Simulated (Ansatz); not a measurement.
Predict the output of the script below (Ansatz 0.2.0, Python API).

`run_opt.py`:
```python
"""Geometry optimisation of C2H6BClO2."""

import ansatz as az
from ase import Atoms
import numpy as np

atoms = Atoms(["C", "O", "B", "Cl", "O", "C", "H", "H", "H", "H", "H", "H"], positions=[
    (-0.1575, 1.8902, 0.9097),
    (0.5021, 0.7181, 0.913),
    (0.4336, 0.1382, -0.4515),
    (1.8691, 0.5479, -1.6582),
    (-0.6305, -0.7741, -0.8364),
    (-0.2641, -2.0687, -0.4897),
    (0.2883, 2.6794, 0.2136),
    (-0.1368, 2.3887, 1.9107),
    (-1.2754, 1.7963, 0.6824),
    (0.6404, -2.4125, -1.0311),
    (-0.1173, -2.2046, 0.63),
    (-1.075, -2.7541, -0.7585),
])
system = az.Crystal.molecule_from_ase(atoms)

calc = (
    system.calculation()
    .basis(gaussian="def2-SVP")
    .functional("b3lyp")
)
symbols = [site.symbol for site in system.cartesian_sites]
start = np.array([site.position_ang for site in system.cartesian_sites], dtype=float)
def progress(event):
    if event["event"] == "relax_step":
        row = event["data"]
        print(f"step {row['step']:3d}  E = {row['lagrangian_ev']:.6f} eV  largest force component {row['allowed_force_max_ev_ang']:.4f} eV/A")


data = calc.relax(force_tolerance=0.02).session().plan().execute(on_event=progress).report
end = np.array(data["positions_ang"])

print("reference energy %16.6f eV" % data["reference_energy_ev"])
print("total energy     %16.6f eV" % data["free_energy_ev"])
print("occupied orbitals outside the frozen core (up, down):", data["n_occupied"], " frozen:", data["n_frozen"], " virtual:", data["n_virtual"])

print("final positions (A) and the move of each atom")
for symbol, xyz, old in zip(symbols, end, start):
    print(f"{symbol:2s} {xyz[0]:10.5f} {xyz[1]:10.5f} {xyz[2]:10.5f}   {np.linalg.norm(xyz - old):7.4f}")
with open("c2h6bclo2_opt.xyz", "w") as handle:
    handle.write(f"{len(symbols)}\nrelaxed C2H6BClO2\n")
    handle.writelines(f"{s:2s} {x:11.6f} {y:11.6f} {z:11.6f}\n" for s, (x, y, z) in zip(symbols, end))
```

```console
$ python run_opt.py
step   1  E = -19458.091730 eV  largest force component 3.8662 eV/A
step   2  E = -19458.865495 eV  largest force component 2.1017 eV/A
step   3  E = -19459.101156 eV  largest force component 0.7469 eV/A
step   4  E = -19459.165189 eV  largest force component 0.4076 eV/A
step   5  E = -19459.251428 eV  largest force component 0.7038 eV/A
step   6  E = -19459.359438 eV  largest force component 0.9815 eV/A
step   7  E = -19459.495115 eV  largest force component 1.2815 eV/A
step   8  E = -19459.627908 eV  largest force component 1.0011 eV/A
step   9  E = -19459.778616 eV  largest force component 0.3227 eV/A
step  10  E = -19459.823479 eV  largest force component 0.5927 eV/A
step  11  E = -19459.853862 eV  largest force component 0.2565 eV/A
step  12  E = -19459.858539 eV  largest force component 0.0638 eV/A
step  13  E = -19459.859089 eV  largest force component 0.0357 eV/A
step  14  E = -19459.859310 eV  largest force component 0.0094 eV/A
reference energy    -19459.859562 eV
total energy        -19459.859562 eV
occupied orbitals outside the frozen core (up, down): [28, 28]  frozen: 0  virtual: [90, 90]
final positions (A) and the move of each atom
C    -0.22763    1.87565    0.90929    0.0716
O    -0.14429    0.56090    0.39680    0.8420
B     0.51159    0.15067   -0.71137    0.2716
Cl    1.42463    1.28926   -1.74961    0.8692
O     0.51360   -1.14439   -1.08308    1.2276
C    -0.17002   -2.15392   -0.36049    0.1811
H     0.48010    2.55515    0.41069    0.3018
H    -0.00856    1.84933    1.98814    0.5598
H    -1.25108    2.26153    0.77156    0.4743
H     0.41492   -3.08343   -0.42894    0.9293
H    -0.30385   -1.88233    0.69779    0.3785
H    -1.16250   -2.33364   -0.80678    0.4322
```

It writes `c2h6bclo2_opt.xyz`:
```text
12
relaxed C2H6BClO2
C    -0.227630    1.875649    0.909286
O    -0.144294    0.560903    0.396797
B     0.511586    0.150670   -0.711374
Cl    1.424627    1.289264   -1.749608
O     0.513599   -1.144388   -1.083081
C    -0.170022   -2.153917   -0.360487
H     0.480101    2.555148    0.410695
H    -0.008558    1.849328    1.988144
H    -1.251077    2.261534    0.771558
H     0.414916   -3.083425   -0.428935
H    -0.303852   -1.882326    0.697787
H    -1.162496   -2.333641   -0.806783
```

Total energies depend on the basis set; only differences at equal settings carry meaning. The end point is the stationary point reached from this start; no frequency run checks that it is a minimum, and the basis set is modest. b3lyp holds the VWN-RPA fit, as in Gaussian; the form of ORCA and Turbomole is b3lyp5. Timing: 2.8 min on 1 thread of Arm Neoverse N1, with other jobs on the host, peak memory 0.35 GiB.
